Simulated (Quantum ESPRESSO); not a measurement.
Runs of Quantum ESPRESSO 7.5 on Ta4NiO11. Symmetry: F-43m, No. 216, cubic system. The conventional cell has a = 9.734 Å, b = 9.734 Å, c = 9.734 Å, α = 90.00°, β = 90.00°, γ = 90.00°. Ta (site symmetry 3m) is surrounded by 6 O at 1.91 to 2.11 Å. Ni (site symmetry -43m) is surrounded by 10 O at 2.64 to 2.92 Å. Around O (site symmetry -43m) lie 12 O at 3.48 Å. Around O (site symmetry 3m) lie 3 Ta at 2.11 Å. O (site symmetry 2mm) has 2 Ta at 1.91 Å as nearest neighbours. The cell was built by a generator and needn't be a form met in nature.

| task | level | potentials or basis | cutoff (eV) | form of the LDA correlation | gap on the mesh (eV) | pressure (GPa) | moment (μB) | largest force (eV/Å) |
| --- | --- | --- | --- | --- | --- | --- | --- | --- |
| band structure | LDA | SG15 PBE 1.2 | 1197 | PZ81 | none | -11.9 | 1.01 | 0.61 |
| band structure | PBEsol | SG15 PBE 1.2 | 1197 | - | none | -5.8 | 0.15 | 0.30 |
| band structure | PBE | SG15 PBE 1.2 | 1197 | - | none | -1.1 | 1.03 | (b) |
| single point | PBE | PseudoDojo 0.4.1 SR PBE standard | 1333 | - | none | -1.5 | (a) | 0.32 |

Alike in all rows: spin collinear, ferromagnetic start; cell as given; k mesh 4 × 4 × 4; smearing fermi-dirac 0.05 eV.

Question: Estimate the missing entries.

Answer: (a) 1.06; (b) 0.15.

Caveats: semilocal functionals often make such compounds metallic where correlation or magnetic order opens a gap, which also shifts bond lengths; a cell with one magnetic atom can't hold antiferromagnetic order, which such compounds often take (some runs); the potentials were made for another functional, which shifts forces and pressure (some runs); some levels on the path didn't converge (some runs).

A k mesh can miss the band edges, and the runs leave out spin-orbit coupling on Ta.

A gap of «none» marks a metal or a gap under the smearing width.

Not every run made on this cell is shown here.
